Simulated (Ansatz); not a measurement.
**CH₅FSSi: basis-set convergence**

How large a basis does CH₅FSSi need? Two functionals are run in growing sets.

Method: one geometry, several basis sets; program: Ansatz 0.2.0, Gaussian basis.

The runs, in order: PBE0-D4/def2-SVP; ωB97M-V/def2-SVP; PBE0-D4/def2-QZVPP; ωB97M-V/def2-QZVPP; the functionals' def2-TZVPP values are taken from earlier runs.

## (1) Structure used throughout

All runs share one geometry, relaxed beforehand with PBE0-D4 in a triple-zeta def2 set.

SMILES `FC[SiH2]S`, 9 atoms, charge 0, spin multiplicity 1.

Atoms are counted from 1 here; the program's logs count them from 0.

Bond lengths: F1–C2 1.393 Å, C2–Si3 1.892 Å, C2–H5 1.094 Å, C2–H6 1.096 Å, Si3–S4 2.132 Å, Si3–H7 1.485 Å, Si3–H8 1.485 Å, S4–H9 1.345 Å. Angles: F1–C2–Si3 109.3°, F1–C2–H5 108.2°, F1–C2–H6 108.1°, Si3–C2–H5 111.3°, Si3–C2–H6 111.5°, H5–C2–H6 108.3°, C2–Si3–S4 110.6°, C2–Si3–H7 109.2°, C2–Si3–H8 108.7°, S4–Si3–H7 106.1°, S4–Si3–H8 111.8°, H7–Si3–H8 110.3°, Si3–S4–H9 93.4°.

## (2) PBE0-D4 in def2-SVP

Input file in.yaml:

```yaml
crystal:
  periodic: [false, false, false]
  atoms:
    - {symbol: F, position_ang: [-0.268121, 1.661378, -0.845246]}
    - {symbol: C, position_ang: [0.737675, 0.862842, -0.305978]}
    - {symbol: Si, position_ang: [0.050556, -0.868308, 0.029084]}
    - {symbol: S, position_ang: [-1.557124, -0.781009, 1.426536]}
    - {symbol: H, position_ang: [1.092281, 1.335267, 0.615401]}
    - {symbol: H, position_ang: [1.568705, 0.833475, -1.019672]}
    - {symbol: H, position_ang: [1.104358, -1.697941, 0.666181]}
    - {symbol: H, position_ang: [-0.371688, -1.471784, -1.260207]}
    - {symbol: H, position_ang: [-2.268342, 0.079880, 0.676901]}
basis:
  gaussian: {orbitals: def2-SVP}
hamiltonian: {xc: pbe0, dispersion: d4}
output: {orbitals: {seedname: orbitals}}
```

On the command line:

```
$ ansatz run in.yaml --threads 2 --pin off --events-out ev --progress --plain --max-ram 4352MiB
```

Further steps of the session: ωB97M-V in def2-SVP; PBE0-D4 in def2-QZVPP; ωB97M-V in def2-QZVPP.

**Question.** What will the summary of the whole plan be? Wanted: PBE0-D4: double and triple zeta above quadruple; ωB97M-V: double and triple zeta above quadruple.

As calculated:

| quantity | value |
| --- | --- |
| PBE0-D4: double and triple zeta above quadruple | 12.03, 0.81 eV |
| ωB97M-V: double and triple zeta above quadruple | 12.14, 0.77 eV |

PBE0-D4 gains 11.22 eV from double to triple zeta, then 0.81 eV more. Total energies overstate the basis error of differences, where much of it tends to cancel. The LUMO of ωB97M-V is positive and keeps falling with the basis (2.57 to 1.39 eV): an unbound level that the basis holds in place.
